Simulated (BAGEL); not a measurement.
**CH5InS (SMILES [CH3][InH][SH]) at HF/x2c-TZVPall (DKH2, density fitting with AutoAux)**

Aim: the energy change on altering one bond length of CH5InS at HF/x2c-TZVPall (DKH2, density fitting with AutoAux), from 2 runs. 

The calculation is run with BAGEL 1.2.2.

11 further runs of the same task are left out: 1 that didn't finish, 10 set aside as unsound or not needed.

### Step 1. Starting point

CH5InS: 8 atoms, total charge 0, spin state singlet. SMILES: `[CH3][InH][SH]`. Geometry: relaxed at PBE0-D4/def2-TZVP. This is one conformer, not always the lowest.

Bond lengths: C1–In2 2.143 Å, In2–S3 2.399 Å, C1–H4 1.092 Å, C1–H5 1.090 Å, C1–H6 1.091 Å, In2–H7 1.716 Å, S3–H8 1.343 Å. Angles: C1–In2–S3 116.6°, C1–In2–H7 130.3°, S3–In2–H7 113.2°, In2–C1–H4 109.4°, In2–C1–H5 110.4°, In2–C1–H6 110.4°, In2–S3–H8 94.4°, H4–C1–H5 108.9°, H4–C1–H6 108.2°, H5–C1–H6 109.4°.

### Step 2. A single-point energy at HF/x2c-TZVPall (DKH2, density fitting with AutoAux)

Input file input.json:

```json
{ "bagel": [

{
  "title": "molecule",
  "basis": "x2c-tzvpall.json",
  "df_basis": "x2c-tzvpall-autoaux.json",
  "dkh": true,
  "geometry": [
    { "atom": "C", "xyz": [    -1.24967589,     1.96569311,     0.53724914 ] },
    { "atom": "In", "xyz": [     1.26214808,    -0.46921900,    -1.50252124 ] },
    { "atom": "S", "xyz": [     1.93999284,    -4.59940441,     0.23905035 ] },
    { "atom": "H", "xyz": [    -3.04378187,     2.10118648,    -0.47280948 ] },
    { "atom": "H", "xyz": [    -1.60248775,     1.21811746,     2.42300684 ] },
    { "atom": "H", "xyz": [    -0.45069968,     3.85957664,     0.68993901 ] },
    { "atom": "H", "xyz": [     2.90205241,     0.03987322,    -4.25301762 ] },
    { "atom": "H", "xyz": [     0.41649564,    -4.22372686,     2.23365628 ] }
  ]
},

{ "title": "hf" },

{ "title": "print", "file": "orbitals.molden", "orbitals": true }

]}
```

The basis set x2c-TZVPall is read from a file made from the Basis Set Exchange's data (not shown).

The run is started by

```
$ BAGEL_NUM_THREADS=1 BAGEL input.json > input.out
```

Output:

```text
* using 1 threads per process

  ===============================================================
  ===============================================================

  *** Geometry ***

  { "atom" : "C", "xyz" : [     -1.249676,      1.965693,      0.537249 ] },
  { "atom" : "In", "xyz" : [      1.262148,     -0.469219,     -1.502521 ] },
  { "atom" : "S", "xyz" : [      1.939993,     -4.599404,      0.239050 ] },
  { "atom" : "H", "xyz" : [     -3.043782,      2.101186,     -0.472809 ] },
  { "atom" : "H", "xyz" : [     -1.602488,      1.218117,      2.423007 ] },
  { "atom" : "H", "xyz" : [     -0.450700,      3.859577,      0.689939 ] },
  { "atom" : "H", "xyz" : [      2.902052,      0.039873,     -4.253018 ] },
  { "atom" : "H", "xyz" : [      0.416496,     -4.223727,      2.233656 ] },

  Number of auxiliary basis functions:     1071

  Since a DF basis is specified, we compute 2- and 3-index integrals:
    o Being stored without compression. Storage requirement is 0.214 GB

  Number of basis functions:      158
  Number of electrons      :       76

    * METHOD: MOLECULE                             2.61

  *** RHF ***

  === Nuclear Repulsion ===
   338.6535001319

      * DIIS with orbital gradients will be used.

  === RHF iteration (x2c-tzvpall.json) ===
      0      -6316.02538712          0.01306875           1.17
      1      -6316.17344539          0.00606525           1.05
      2      -6316.20657671          0.00107584           0.99
      3      -6316.20840293          0.00033027           1.09
      4      -6316.20856667          0.00008721           0.97
      5      -6316.20858355          0.00002268           0.92
      6      -6316.20858478          0.00000515           0.99
      7      -6316.20858483          0.00000166           1.07
      8      -6316.20858484          0.00000052           0.92
      9      -6316.20858484          0.00000018           1.06
     10      -6316.20858484          0.00000006           0.92
     11      -6316.20858484          0.00000002           0.91
     12      -6316.20858484          0.00000001           0.98
    * SCF iteration converged.

    * Permanent dipole moment:
           (    0.460534,    -0.913537,    -0.067433) a.u.

    * METHOD: HF                                  15.81

    * METHOD: PRINT                                0.04

  ===============================================================
```

Wall time 19 s (1 thread of Intel Xeon Platinum 8259CL at 2.50GHz (Skylake/Cascade Lake), shared host); peak memory 0.56 GiB.

### Step 3. The distorted shape, same level

Input file input.json:

```json
{ "bagel" : [

{
  "title" : "molecule",
  "basis" : "x2c-tzvpall.json",
  "df_basis" : "x2c-tzvpall-autoaux.json",
  "angstrom" : false,
  "dkh" : true,
  "geometry" : [
    { "atom" : "C", "xyz" : [    -1.50084316,     2.20916921,     0.74121484 ] },
    { "atom" : "In", "xyz" : [     1.26214808,    -0.46921900,    -1.50252124 ] },
    { "atom" : "S", "xyz" : [     1.93999284,    -4.59940441,     0.23905035 ] },
    { "atom" : "H", "xyz" : [    -3.29494915,     2.34466257,    -0.26884378 ] },
    { "atom" : "H", "xyz" : [    -1.85365503,     1.46159355,     2.62697254 ] },
    { "atom" : "H", "xyz" : [    -0.70186696,     4.10305273,     0.89390471 ] },
    { "atom" : "H", "xyz" : [     2.90205241,     0.03987322,    -4.25301762 ] },
    { "atom" : "H", "xyz" : [     0.41649564,    -4.22372686,     2.23365628 ] }
  ]
},

{
  "title" : "hf"
},

{
  "title" : "print",
  "file" : "orbitals.molden",
  "orbitals" : true
}

]}
```

The basis set x2c-TZVPall is read from a file made from the Basis Set Exchange's data (not shown).

The run is started by

```
$ BAGEL_NUM_THREADS=1 BAGEL input.json > input.out
```

Output:

```text
* using 1 threads per process

  ===============================================================
  ===============================================================

  *** Geometry ***

  { "atom" : "C", "xyz" : [     -1.500843,      2.209169,      0.741215 ] },
  { "atom" : "In", "xyz" : [      1.262148,     -0.469219,     -1.502521 ] },
  { "atom" : "S", "xyz" : [      1.939993,     -4.599404,      0.239050 ] },
  { "atom" : "H", "xyz" : [     -3.294949,      2.344663,     -0.268844 ] },
  { "atom" : "H", "xyz" : [     -1.853655,      1.461594,      2.626973 ] },
  { "atom" : "H", "xyz" : [     -0.701867,      4.103053,      0.893905 ] },
  { "atom" : "H", "xyz" : [      2.902052,      0.039873,     -4.253018 ] },
  { "atom" : "H", "xyz" : [      0.416496,     -4.223727,      2.233656 ] },

  Number of auxiliary basis functions:     1071

  Since a DF basis is specified, we compute 2- and 3-index integrals:
    o Being stored without compression. Storage requirement is 0.214 GB

  Number of basis functions:      158
  Number of electrons      :       76

    * METHOD: MOLECULE                             2.63

  *** RHF ***

  === Nuclear Repulsion ===
   329.1446925054

      * DIIS with orbital gradients will be used.

  === RHF iteration (x2c-tzvpall.json) ===
      0      -6316.00997475          0.01315638           0.96
      1      -6316.16226408          0.00642929           0.92
      2      -6316.19941632          0.00107777           0.91
      3      -6316.20148821          0.00035054           0.95
      4      -6316.20168161          0.00009539           0.93
      5      -6316.20170475          0.00003058           1.00
      6      -6316.20170687          0.00000904           0.93
      7      -6316.20170703          0.00000305           0.93
      8      -6316.20170705          0.00000076           0.91
      9      -6316.20170705          0.00000031           0.92
     10      -6316.20170705          0.00000009           0.92
     11      -6316.20170705          0.00000003           1.06
     12      -6316.20170705          0.00000001           0.98
     13      -6316.20170705          0.00000000           0.95
    * SCF iteration converged.

    * Permanent dipole moment:
           (    0.363499,    -0.786191,    -0.009506) a.u.

    * METHOD: HF                                  15.89

    * METHOD: PRINT                                0.05

  ===============================================================
```

It took 19 s on 1 thread of Intel Xeon Platinum 8259CL at 2.50GHz (Skylake/Cascade Lake), shared host; peak memory 0.56 GiB.

### Step 4. Results

Level: HF/x2c-TZVPall (DKH2, density fitting with AutoAux).

```
                                                          quantity           value
                                         first shape: total energy  -6316.20858 Eh
                                        first shape: dipole moment          2.61 D
                                          first shape: HOMO energy        -9.88 eV
                                          first shape: LUMO energy         1.25 eV
                                        first shape: HOMO–LUMO gap        11.12 eV
                                     distorted shape: total energy  -6316.20171 Eh
                                    distorted shape: dipole moment          2.20 D
                                      distorted shape: HOMO energy        -9.97 eV
                                      distorted shape: LUMO energy         1.13 eV
                                    distorted shape: HOMO–LUMO gap        11.10 eV
energy change with the C1–In2 bond stretched from 2.143 to 2.357 Å        0.187 eV
```

**Reading.** With the C1–In2 bond stretched from 2.143 to 2.357 Å the energy rises by 0.19 eV (18.1 kJ/mol). The first shape isn't relaxed at this level, so the change isn't measured from a minimum.
